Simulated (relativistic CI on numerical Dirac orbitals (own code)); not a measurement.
# Pr⁵⁺: N4,5 absorption multiplets

Aim: the N4,5 absorption spectrum of Pr⁵⁺ in 4 surroundings, from the same atomic integrals.

Program: relativistic CI on numerical Dirac orbitals (own code) version 1. Level of theory: Dirac-Coulomb-Breit CI, KLI orbitals optimised for each configuration, model QED (radiative potential, 1s self-energy scaled to tabulated hydrogen-like ionisation energies), valence Slater integrals scaled by 0.8, multiplet model of core-to-valence dipole absorption in a parametric crystal field. These are calculated values, not measurements, unless marked.

**1. The system**

| Item | Value |
| --- | --- |
| ion | Pr⁵⁺ (Pr VI) |
| nuclear charge | 59 |
| electrons | 54 |
| configurations | [Kr] 4d10 5s2 5p6 → [Kr] 4d9 4f 5s2 5p6 |
| magnetising field for the dichroism, Lz and Sz | magnetic field 10 T along z; these come from the lowest magnetised state alone (0 K) |
| temperature of the isotropic spectrum | 10 K |
| widths | Lorentz 0.75 eV, Gauss 0.2 eV |
| surrounding 1 | D3h, B20 = 1040, B40 = -1440, B60 = 480, B66 = -180 cm⁻¹ |
| surrounding 2 | Oh, B40 = -1030, B60 = 180 cm⁻¹ |
| surrounding 3 | Oh, B40 = -1210, B60 = 200 cm⁻¹ |
| surrounding 4 | D3d, B20 = 2610, B40 = -1340, B43 = 1300, B60 = -390, B63 = -1170, B66 = 810 cm⁻¹ |

**2. Surrounding 1: D3h, B20 = 1040, B40 = -1440, B60 = 480, B66 = -180**

Settings of the run:

```ini
atom Pr  Z=59  charge=5  electrons=54
nucleus A=141  rms_radius_fm=4.8919
hamiltonian dirac-coulomb  breit=on  qed=on  c_scale=1
orbitals kli  potential=per-configuration
slater_scale 0.8
correlation none
mixing on
configurations
  [Kr] 4d10 5s2 5p6
  [Kr] 4d9 4f 5s2 5p6
end
absorption N4,5 T=10 lorentz=0.75 gauss=0.2
crystal_field D3h B20=1040 B40=-1440 B60=480 B66=-180
```

Results of the run (chosen fields of its result record, rounded):

```text
status: converged
curve, one point in 2 above 2 % of the maximum [energy, isotropic, mcd, ld] [eV; bohr^2/eV]:
  - [139, 0.01765, 9.489e-14, -0.0004069]
  - [139.2, 0.02063, 1.198e-13, -0.0005132]
  - [139.4, 0.02443, 1.541e-13, -0.0006597]
  - [139.6, 0.02937, 2.028e-13, -0.0008668]
  - [139.8, 0.03596, 2.739e-13, -0.001169]
  - [140, 0.04499, 3.82e-13, -0.001627]
  - [140.2, 0.05782, 5.535e-13, -0.002351]
  - [140.4, 0.07682, 8.402e-13, -0.003557]
  - [140.6, 0.1065, 1.35e-12, -0.00569]
  - [140.8, 0.1557, 2.315e-12, -0.009715]
  - [141, 0.2428, 4.217e-12, -0.01764]
  - [141.2, 0.4023, 7.55e-12, -0.03184]
  - [141.4, 0.6535, 9.364e-12, -0.04162]
  - [141.6, 0.8324, 4.268e-13, -0.006261]
  - [141.8, 0.6957, -9.149e-12, 0.03905]
  - [142, 0.4373, -7.733e-12, 0.03532]
  - [142.2, 0.2625, -4.35e-12, 0.02011]
  - [142.4, 0.1664, -2.38e-12, 0.01098]
  - [142.6, 0.1127, -1.381e-12, 0.00634]
  - [142.8, 0.08071, -8.557e-13, 0.003911]
  - [143, 0.06038, -5.614e-13, 0.002557]
  - [143.2, 0.04675, -3.861e-13, 0.001754]
  - [143.4, 0.03722, -2.76e-13, 0.001251]
  - [143.6, 0.03031, -2.037e-13, 0.0009218]
  - [143.8, 0.02514, -1.545e-13, 0.0006979]
  - [144, 0.02118, -1.198e-13, 0.0005406]
  - [144.2, 0.01809, -9.467e-14, 0.000427]
sticks, the strongest [energy, strength] [eV, bohr^2]:
  - [111.51, 0.0001586]
  - [111.54, 0.0003268]
  - [116.59, 0.003104]
  - [116.61, 0.001557]
  - [141.61, 0.6864]
  - [141.64, 0.3432]
total [bohr^2]: 1.03471
centroid [eV]: 141.489
radial 4d9 4f [Ha, bohr]: {"<r^-3>(4d)": 44.393, "<r^1>(4d)": 0.70796, "<r^2>(4d)": 0.57889, "<r^4>(4d)": 0.53404, "zeta(4d)": 0.053973, "<r^-3>(4f)": 6.1876, "<r^1>(4f)": 0.86713, "<r^2>(4f)": 0.91873, "<r^4>(4f)": 1.7446, "<r^6>(4f)": 5.9137, "F2(4d,4f)": 0.56189, "F4(4d,4f)": 0.36149, "G1(4d,4f)": 0.66307, "G3(4d,4f)": 0.41914, "G5(4d,4f)": 0.29721, "zeta(4f)": 0.0042795}
ground_degeneracy: 1
ground_Lz: 0.0
ground_Sz: 0.0
ground_S: 0.0
core_spin_orbit_splitting [eV]: 3.78559
```

Wall time 0.21 s (1 thread, shared host).

**3. Surrounding 2: Oh, B40 = -1030, B60 = 180**

Settings: those of step 2 with these lines changed.

```diff
@@ -12,2 +12,2 @@
 absorption N4,5 T=10 lorentz=0.75 gauss=0.2
-crystal_field D3h B20=1040 B40=-1440 B60=480 B66=-180
+crystal_field Oh B40=-1030 B60=180
```

Results of the run:

```text
status: converged
curve, one point in 3 above 2 % of the maximum [energy, isotropic, mcd, ld] [eV; bohr^2/eV]:
  - [139, 0.01765, 9.38e-14, -6.211e-14]
  - [139.3, 0.02241, 1.338e-13, -8.875e-14]
  - [139.6, 0.02937, 1.998e-13, -1.328e-13]
  - [139.9, 0.04009, 3.167e-13, -2.109e-13]
  - [140.2, 0.0578, 5.424e-13, -3.62e-13]
  - [140.5, 0.08987, 1.031e-12, -6.894e-13]
  - [140.8, 0.1556, 2.248e-12, -1.505e-12]
  - [141.1, 0.3106, 5.548e-12, -3.719e-12]
  - [141.4, 0.6536, 9.467e-12, -6.34e-12]
  - [141.7, 0.8019, -5.251e-12, 3.591e-12]
  - [142, 0.437, -7.922e-12, 5.367e-12]
  - [142.3, 0.2071, -3.302e-12, 2.24e-12]
  - [142.6, 0.1127, -1.418e-12, 9.63e-13]
  - [142.9, 0.06945, -7.037e-13, 4.788e-13]
  - [143.2, 0.04674, -3.932e-13, 2.681e-13]
  - [143.5, 0.03349, -2.4e-13, 1.639e-13]
  - [143.8, 0.02514, -1.566e-13, 1.072e-13]
  - [144.1, 0.01954, -1.075e-13, 7.374e-14]
sticks, the strongest [energy, strength] [eV, bohr^2]:
  - [111.53, 0.0004854]
  - [116.6, 0.004668]
  - [141.62, 1.03]
total [bohr^2]: 1.03471
centroid [eV]: 141.489
ground_degeneracy: 1
ground_Lz: 0.0
ground_Sz: 0.0
ground_S: 0.0
core_spin_orbit_splitting [eV]: 3.78559
```

It took 0.22 s on 1 thread, shared host.

**4. Surrounding 3: Oh, B40 = -1210, B60 = 200**

Settings: those of step 3 with these lines changed.

```diff
@@ -12,2 +12,2 @@
 absorption N4,5 T=10 lorentz=0.75 gauss=0.2
-crystal_field Oh B40=-1030 B60=180
+crystal_field Oh B40=-1210 B60=200
```

Results of the run:

```text
status: converged
curve, one point in 3 above 2 % of the maximum [energy, isotropic, mcd, ld] [eV; bohr^2/eV]:
  - [139, 0.01765, 9.005e-14, -6.171e-14]
  - [139.3, 0.02241, 1.284e-13, -8.819e-14]
  - [139.6, 0.02937, 1.918e-13, -1.32e-13]
  - [139.9, 0.04009, 3.04e-13, -2.096e-13]
  - [140.2, 0.0578, 5.207e-13, -3.597e-13]
  - [140.5, 0.08987, 9.899e-13, -6.852e-13]
  - [140.8, 0.1556, 2.157e-12, -1.496e-12]
  - [141.1, 0.3106, 5.325e-12, -3.697e-12]
  - [141.4, 0.6536, 9.086e-12, -6.3e-12]
  - [141.7, 0.8019, -5.035e-12, 3.57e-12]
  - [142, 0.437, -7.6e-12, 5.336e-12]
  - [142.3, 0.2071, -3.167e-12, 2.228e-12]
  - [142.6, 0.1127, -1.36e-12, 9.573e-13]
  - [142.9, 0.06945, -6.75e-13, 4.76e-13]
  - [143.2, 0.04674, -3.772e-13, 2.665e-13]
  - [143.5, 0.03349, -2.302e-13, 1.63e-13]
  - [143.8, 0.02514, -1.502e-13, 1.065e-13]
  - [144.1, 0.01954, -1.031e-13, 7.333e-14]
sticks, the strongest [energy, strength] [eV, bohr^2]:
  - [111.53, 0.0004854]
  - [116.6, 0.004663]
  - [141.62, 1.03]
total [bohr^2]: 1.03471
centroid [eV]: 141.489
ground_degeneracy: 1
ground_Lz: 0.0
ground_Sz: 0.0
ground_S: 0.0
core_spin_orbit_splitting [eV]: 3.78559
```

It took 0.21 s on 1 thread, shared host.

**5. Surrounding 4: D3d, B20 = 2610, B40 = -1340, B43 = 1300, B60 = -390, B63 = -1170, B66 = 810**

Settings: those of step 4 with these lines changed.

```diff
@@ -12,2 +12,2 @@
 absorption N4,5 T=10 lorentz=0.75 gauss=0.2
-crystal_field Oh B40=-1210 B60=200
+crystal_field D3d B20=2610 B40=-1340 B43=1300 B60=-390 B63=-1170 B66=810
```

Results of the run:

```text
status: converged
curve, one point in 3 above 2 % of the maximum [energy, isotropic, mcd, ld] [eV; bohr^2/eV]:
  - [139, 0.01766, 9.694e-14, -0.001011]
  - [139.3, 0.02242, 1.387e-13, -0.00144]
  - [139.6, 0.02939, 2.081e-13, -0.002148]
  - [139.9, 0.04013, 3.318e-13, -0.003398]
  - [140.2, 0.05788, 5.727e-13, -0.005805]
  - [140.5, 0.09006, 1.1e-12, -0.01099]
  - [140.8, 0.1561, 2.429e-12, -0.02384]
  - [141.1, 0.3119, 6.007e-12, -0.0587]
  - [141.4, 0.6527, 9.185e-12, -0.1041]
  - [141.7, 0.7968, -6.559e-12, 0.04938]
  - [142, 0.439, -7.477e-12, 0.08996]
  - [142.3, 0.2082, -3.069e-12, 0.03806]
  - [142.6, 0.1131, -1.334e-12, 0.01624]
  - [142.9, 0.06962, -6.696e-13, 0.008017]
  - [143.2, 0.04682, -3.773e-13, 0.004461]
  - [143.5, 0.03354, -2.318e-13, 0.002716]
  - [143.8, 0.02516, -1.52e-13, 0.001768]
  - [144.1, 0.01956, -1.047e-13, 0.001213]
sticks, the strongest [energy, strength] [eV, bohr^2]:
  - [111.48, 0.0001539]
  - [111.55, 0.0003319]
  - [116.58, 0.003025]
  - [116.63, 0.001549]
  - [141.59, 0.6863]
  - [141.67, 0.3432]
total [bohr^2]: 1.03471
centroid [eV]: 141.489
ground_degeneracy: 1
ground_Lz: 0.0
ground_Sz: 0.0
ground_S: 0.0
core_spin_orbit_splitting [eV]: 3.78559
```

Run time: 0.21 s. Hardware: 1 thread, shared host.

**6. The spectra side by side**

| surrounding | ground S | Lz (0 K) | Sz (0 K) | centroid (eV) | share of the lower edge | up to four highest peaks (% of the highest), eV |
| --- | --- | --- | --- | --- | --- | --- |
| 1: D3h | 0.00 | 0.00 | 0.00 | 141.49 | - | 141.6 (100) |
| 2: Oh | 0.00 | 0.00 | 0.00 | 141.49 | - | 141.6 (100) |
| 3: Oh | 0.00 | 0.00 | 0.00 | 141.49 | - | 141.6 (100) |
| 4: D3d | 0.00 | 0.00 | 0.00 | 141.49 | - | 141.6 (100) |

**7. Results**

| quantity | value |
| --- | --- |
| highest peak, first run | 141.6 eV |
| ground spin (effective S from ⟨S²⟩) | 0.00 |
| core spin-orbit splitting (without Breit) | 3.79 eV |

**Reading.** The highest peak stays in place, within the step of the energy grid, in all surroundings. Edge positions are free-ion values and differ from those in solids by a few eV or more.
